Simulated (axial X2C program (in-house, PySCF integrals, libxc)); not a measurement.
# TaO⁺: properties at the nuclei

Wanted for TaO⁺: properties at the nuclei, at the two-component level.

Computed with an in-house X2C program for linear molecules on PySCF integrals. Level: two-component X2C with atomic mean-field terms, Ta dyall-cv3z, O dyall-av3z.

All values are calculated.

**1. Set-up**

Contents of task.json:

```json
{"zs": [73, 8], "q": 1, "bas": ["dyall-cv3z", "dyall-av3z"], "r0": 1.83, "levels": ["PBE0", "HF", "B3LYP", "PBE50", "r2SCAN"], "nst": 3}
```

Keys: zs atomic numbers; q charge; bas basis sets; r0 starting distance in Å; levels methods (HF also brings MP2); nst determinants followed.

Started as:

```bash
$ python soeom.py task.json out
```

Nuclei are Gaussian, cores are contracted, and the Gaunt term is on.

**2. Expectation values, lowest determinant**

R = 1.655 Å. State: Ω = 1 (excess of +ω over −ω: ω = -1/2, ω = 3/2).

Output of the PBE0 run:

```text
two-component X2C + atomic mean field  PBE0
basis functions 239  fitting functions 1188  grid points 5076
iter        total energy     max residual
   1     -15678.517391445     3.00e-05
   2     -15678.517391447     1.98e-05
   3     -15678.517391449     1.90e-05
   4     -15678.517391451     1.34e-05
   5     -15678.517391452     6.91e-06
converged
one-electron -21851.72248159  Coulomb 6328.64446852  exact exchange -80.85851948  xc functional -247.96016982  nuclear repulsion 186.73081038  atomic mean-field constant -13.35149946
```

The highest occupied spinor is 58% Ta s, 17% Ta d, 14% O p.

| level | Eeff magnitude (GV/cm) | Ws magnitude Ta (kHz) | A∥/gI Ta (MHz) | qzz Ta (a.u.) | A∥/gI O (MHz) | qzz O (a.u.) |
| --- | --- | --- | --- | --- | --- | --- |
| PBE0 | 20.7 | 18.5 | -7080 | -3.81 | -19.9 | -0.60 |
| HF | 28.1 | 24.6 | -6690 | -3.33 | -15.3 | -0.74 |
| B3LYP | 21.9 | 19.7 | -7180 | -4.02 | -19.7 | -0.61 |
| PBE50 | 20.5 | 18.1 | -7150 | -3.53 | -20.4 | -0.63 |
| r2SCAN | 21.1 | 19.4 | -7200 | -4.15 | -14.5 | -0.57 |

Eeff is the effective electric field on the electron dipole moment in this Ω state and Ws the scalar–pseudoscalar constant (defined with the proton number Z and per Ω); A∥ is the parallel hyperfine constant, which follows by multiplying with the nuclear g factor gI = μI/(I μN); qzz is the electric field gradient, eQq0 = 234.96 MHz × Q/barn × qzz. The operators were transformed with the bare-nucleus X2C matrices.

**3. Expectation values, a higher determinant**

R = 1.655 Å. State: Ω = 3 (excess of +ω over −ω: ω = 1/2, ω = 5/2), 0.48 eV above the lowest in the PBE0 search for states (made at or near this distance, with looser thresholds).

Output of the PBE0 run:

```text
two-component X2C + atomic mean field  PBE0
basis functions 239  fitting functions 1188  grid points 5076
iter        total energy     max residual
   1     -15678.499607587     4.49e-05
   2     -15678.499607589     2.92e-05
   3     -15678.499607589     7.12e-06
converged
one-electron -21851.27040335  Coulomb 6328.20172094  exact exchange -80.85711722  xc functional -247.95311888  nuclear repulsion 186.73081038  atomic mean-field constant -13.35149946
```

The highest occupied spinor is 97% Ta d.

```csv
level,Eeff magnitude (GV/cm),Ws magnitude Ta (kHz),A∥/gI Ta (MHz),qzz Ta (a.u.),A∥/gI O (MHz),qzz O (a.u.)
PBE0,19.6,5.96,3090,-4.23,7.6,-0.61
HF,26.5,7.81,2840,-3.51,-11.2,-0.74
B3LYP,20.9,6.39,3140,-4.45,8.16,-0.62
PBE50,19.3,5.79,3080,-3.88,4.31,-0.63
r2SCAN,20.1,6.24,3180,-4.65,8.47,-0.58
```

**4. Expectation values, a higher determinant**

R = 1.655 Å. State: Ω = 2 (excess of +ω over −ω: ω = 1/2, ω = 3/2), 0.73 eV above the lowest in the PBE0 search for states (made at or near this distance, with looser thresholds).

Output of the PBE0 run:

```text
two-component X2C + atomic mean field  PBE0
basis functions 239  fitting functions 1188  grid points 5076
iter        total energy     max residual
   1     -15678.490450752     2.43e-05
   2     -15678.490450752     1.11e-05
   3     -15678.490450752     6.68e-06
converged
one-electron -21851.42594270  Coulomb 6328.34084284  exact exchange -80.84863588  xc functional -247.93602592  nuclear repulsion 186.73081038  atomic mean-field constant -13.35149946
```

The highest occupied spinor is 59% Ta s, 16% Ta d, 12% O p.

| level | Eeff magnitude (GV/cm) | Ws magnitude Ta (kHz) | A∥/gI Ta (MHz) | qzz Ta (a.u.) | A∥/gI O (MHz) | qzz O (a.u.) |
| --- | --- | --- | --- | --- | --- | --- |
| PBE0 | 19.3 | 9.2 | 5280 | -3.95 | 10.9 | -0.57 |
| HF | 34.8 | 16.9 | 5120 | -3.38 | 4.4 | -0.64 |
| B3LYP | 20.8 | 9.91 | 5290 | -4.19 | 12.1 | -0.59 |
| PBE50 | 20.2 | 9.66 | 5310 | -3.59 | 7.98 | -0.59 |
| r2SCAN | 19.9 | 9.53 | 5350 | -4.33 | 14.6 | -0.54 |

**5. What came out**

```
                                        quantity                                            value
                              lowest determinant  Ω = 1 (excess of +ω over −ω: ω = -1/2, ω = 3/2)
                    Eeff magnitude (GV/cm), PBE0                                             20.7
                     Ws magnitude Ta (kHz), PBE0                                             18.5
                            A∥/gI Ta (MHz), PBE0                                            -7080
                             qzz Ta (a.u.), PBE0                                            -3.81
                              higher determinant   Ω = 3 (excess of +ω over −ω: ω = 1/2, ω = 5/2)
Eeff magnitude (GV/cm), PBE0, higher determinant                                             19.6
 Ws magnitude Ta (kHz), PBE0, higher determinant                                             5.96
        A∥/gI Ta (MHz), PBE0, higher determinant                                             3090
         qzz Ta (a.u.), PBE0, higher determinant                                            -4.23
                              higher determinant   Ω = 2 (excess of +ω over −ω: ω = 1/2, ω = 3/2)
Eeff magnitude (GV/cm), PBE0, higher determinant                                             19.3
 Ws magnitude Ta (kHz), PBE0, higher determinant                                              9.2
        A∥/gI Ta (MHz), PBE0, higher determinant                                             5280
         qzz Ta (a.u.), PBE0, higher determinant                                            -3.95
```

In words: In the first state, the effective field runs from 20.5 to 28.1 GV/cm over the mean-field levels. The expectation values come from single determinants, which for open shells can mix terms of unlike spin or miss the lowest Ω, so a determinant need not be a state. Eeff is the effective electric field on the electron dipole moment in this Ω state and Ws the scalar–pseudoscalar constant (defined with the proton number Z and per Ω); A∥ is the parallel hyperfine constant, which follows by multiplying with the nuclear g factor gI = μI/(I μN); qzz is the electric field gradient, eQq0 = 234.96 MHz × Q/barn × qzz. The operators were transformed with the bare-nucleus X2C matrices.
